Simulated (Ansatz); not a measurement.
Crystal: SnSe2.

```
CELL_PARAMETERS angstrom
3.81100 0.00000 0.00000
-1.90550 3.30042 0.00000
0.00000 0.00000 6.13600
ATOMIC_POSITIONS crystal
Sn 0.00000 0.00000 0.00000
Se 0.66667 0.33333 0.75100
Se 0.33333 0.66667 0.24900
```

```yaml
Program: Ansatz 0.2.0
Task: relaxation of cell and atoms
Functional: LDA
Potentials_or_basis: Ansatz PAW
Cutoff: "420 eV (not typed: the program's choice for these potentials)"
k_mesh: 8 × 8 × 5
Occupations: fermi-dirac, width 0.05 eV
Spin: no spin polarisation
```

At the start: volume 25.73 Å³/atom.

Problem. Where does the relaxation end?

Solution. It ends after 6 steps and the volume is 24.57 Å³/atom (-4.5 %); space group P-3m1 (No. 164, to 0.05 Å).

Step by step:
```
step  energy change (eV)  largest force (eV/Å)  volume (Å³)
   1              0.0000                0.4776        77.18
   2             -0.0340                0.0555        74.64
   3             -0.0361                0.0107        73.99
   4             -0.0368                0.0095        73.66
   5             -0.0368                0.0041        73.71
   6             -0.0360                0.0047        73.71
```

Final structure:
```
CELL_PARAMETERS angstrom
3.80127 0.00000 0.00000
-1.90063 3.29199 0.00000
0.00000 0.00000 5.89022
ATOMIC_POSITIONS crystal
Sn 0.00000 0.00000 0.00000
Se 0.66667 0.33333 0.73248
Se 0.33333 0.66667 0.26752
```

Caveat: the plane-wave basis is chosen anew once the cell has moved, so the energies of steps on either side of that aren't comparable; the PAW data sets come from PBE, with cores solved anew for the run's functional, which leaves a small shift of forces and pressure.
